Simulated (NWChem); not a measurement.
# C2H4AlFO (SMILES C=C[O][AlH][F]) at HF/6-31G(d) (spherical functions)

Aim: a geometry optimisation of C2H4AlFO. 

The calculation is run with NWChem 7.3.0.

## Step 1: The system as given

C2H4AlFO has 9 atoms, charge 0, and is taken as a singlet. SMILES: `C=C[O][AlH][F]`. The coordinates come from a PBE0-D4/def2-TZVP relaxation. This is one conformer, not always the lowest. The run starts from this shape.

Bond lengths: C1–C2 1.325 Å, C2–O3 1.346 Å, O3–Al4 1.684 Å, Al4–F5 1.640 Å, C1–H6 1.083 Å, C1–H7 1.081 Å, C2–H8 1.090 Å, Al4–H9 1.565 Å. Angles: C1–C2–O3 123.2°, C2–O3–Al4 137.8°, O3–Al4–F5 116.4°, C1–C2–H8 121.1°, O3–C2–H8 115.7°, C2–C1–H6 121.4°, C2–C1–H7 119.7°, O3–Al4–H9 123.2°, F5–Al4–H9 120.5°, H6–C1–H7 119.0°.

## Step 2: A geometry optimisation at HF/6-31G(d) (spherical functions)

The input, mymol.xyz:

```xyz
9

C     -1.562000    -0.360100     1.103900
C     -0.728000    -0.312900     0.075500
O      0.490300     0.256500     0.139600
Al     1.800800     0.519300    -0.884800
F      3.087600     1.301600    -0.235000
H     -1.297700     0.065300     2.064100
H     -2.527700    -0.832200     0.988500
H     -0.999000    -0.743100    -0.888800
H      1.824300     0.059200    -2.380300
```

The input, mymol.nw:

```
start mymol
memory stack 880 mb heap 220 mb global 1100 mb

geometry units angstroms
load format xyz mymol.xyz
end

basis spherical bse
* library 6-31G*
end

scf
thresh 1e-07
maxiter 80
print low
end

driver
maxiter 60
end

freq
temp 3 298.15 600 900
end

task scf optimize
task scf frequencies
```

Started as:

```
$ nwchem mymol.nw > mymol.out
```

The log of the run:

```text
[...]
  functions       =    82
[...]
  wavefunction    = RHF
[...]
         Total SCF energy =   -494.360857749335
[...]
@    0    -494.36085775  0.0D+00  0.01174  0.00357  0.00000  0.00000     17.6
[...]
         Total SCF energy =   -494.361198408387
[...]
@    1    -494.36120785 -3.5D-04  0.00222  0.00065  0.00905  0.02975     41.3
[...]
@    5    -494.36124492 -1.4D-06  0.00023  0.00008  0.00431  0.01186    131.8
[...]
         Total SCF energy =   -494.361245479720
[...]
@    6    -494.36124548 -5.6D-07  0.00009  0.00003  0.00232  0.00821    154.2
[...]
         Total SCF energy =   -494.361245524887
[...]
         Total SCF energy =   -494.361245524887
[...]
                         RHF ENERGY GRADIENTS
    atom               coordinates                        gradient
                 x          y          z           x          y          z
   1 C       0.870357  -5.170363  -0.000591    0.000025   0.000017   0.000001
   2 C      -0.621859  -3.180043  -0.001084   -0.000005  -0.000037  -0.000008
   3 O       0.225235  -0.787650   0.001845   -0.000007   0.000052   0.000013
   4 Al     -0.871612   2.200079   0.001327    0.000026   0.000000  -0.000005
   5 F       1.238498   4.450089   0.000831   -0.000004  -0.000025  -0.000003
   6 H       2.891373  -4.979435   0.002226   -0.000010   0.000002   0.000000
   7 H       0.074618  -7.035989  -0.003044   -0.000012  -0.000007  -0.000000
   8 H      -2.649904  -3.382494  -0.003890   -0.000002   0.000009  -0.000000
   9 H      -3.754271   2.853418   0.001489   -0.000011  -0.000011   0.000003
[...]
@    7    -494.36124552 -4.5D-08  0.00004  0.00001  0.00015  0.00063    164.9
[...]
      Optimization converged
[...]
@    7    -494.36124552 -4.5D-08  0.00004  0.00001  0.00015  0.00063    164.9
[...]
         Total SCF energy =   -494.361245524887
      One-electron energy =  -1087.190174050272
      Two-electron energy =    390.726054933247
 Nuclear repulsion energy =    202.102873592137
        Time for solution =      0.7s
[...]
 Zero-Point correction to Energy  =   37.868 kcal/mol  (  0.060346 au)
 Thermal correction to Energy     =   59.504 kcal/mol  (  0.094825 au)
 Thermal correction to Enthalpy   =   61.292 kcal/mol  (  0.097674 au)
 Total Entropy                    =  114.714 cal/mol-K
   - Translational                =   44.873 cal/mol-K (mol. weight =  90.0061)
   - Rotational                   =   29.503 cal/mol-K (symmetry #  =        1)
   - Vibrational                  =   40.338 cal/mol-K
 Cv (constant volume heat capacity) =   35.668 cal/mol-K
   - Translational                  =    2.979 cal/mol-K
   - Rotational                     =    2.979 cal/mol-K
   - Vibrational                    =   29.709 cal/mol-K
[...]
```

It took 3.5 min on 1 thread of AMD EPYC 7B13 (Zen 3), shared host; peak memory 0.14 GiB.

Steps, from the record of the run:

```csv
step,energy from the first frame kept (eV)
0,0.0000
1,-0.0095
2,-0.0101
3,-0.0103
4,-0.0105
5,-0.0105
6,-0.0106
7,-0.0106
```

After the run. Bond lengths: C1–C2 1.316 Å, C2–O3 1.343 Å, O3–Al4 1.684 Å, Al4–F5 1.632 Å, C1–H6 1.074 Å, C1–H7 1.073 Å, C2–H8 1.079 Å, Al4–H9 1.564 Å. Angles: C1–C2–O3 123.6°, C2–O3–Al4 140.3°, O3–Al4–F5 116.7°, C1–C2–H8 121.2°, O3–C2–H8 115.2°, C2–C1–H6 121.5°, C2–C1–H7 120.0°, O3–Al4–H9 122.9°, F5–Al4–H9 120.4°, H6–C1–H7 118.5°.

## Step 3: Results

At HF/6-31G* (spherical functions):

```
                                                 quantity             value
                                  total energy at the end     -494.36125 Eh
                               lowest harmonic wavenumber           44 cm⁻¹
                              highest harmonic wavenumber         3439 cm⁻¹
                                        zero-point energy      158.4 kJ/mol
ideal-gas entropy at 298.15 K (symmetry number 1 as used)  81.9 cal/(mol K)
```

In words: At the final geometry: Bond lengths: C1–C2 1.316 Å, C2–O3 1.343 Å, O3–Al4 1.684 Å, Al4–F5 1.632 Å, C1–H6 1.074 Å, C1–H7 1.073 Å, C2–H8 1.079 Å, Al4–H9 1.564 Å. Angles: C1–C2–O3 123.6°, C2–O3–Al4 140.3°, O3–Al4–F5 116.7°, C1–C2–H8 121.2°, O3–C2–H8 115.2°, C2–C1–H6 121.5°, C2–C1–H7 120.0°, O3–Al4–H9 122.9°, F5–Al4–H9 120.4°, H6–C1–H7 118.5°. All 21 modes are real, so the shape is a minimum at this level. The optimisation took 8 steps and changed the energy by -0.011 eV.
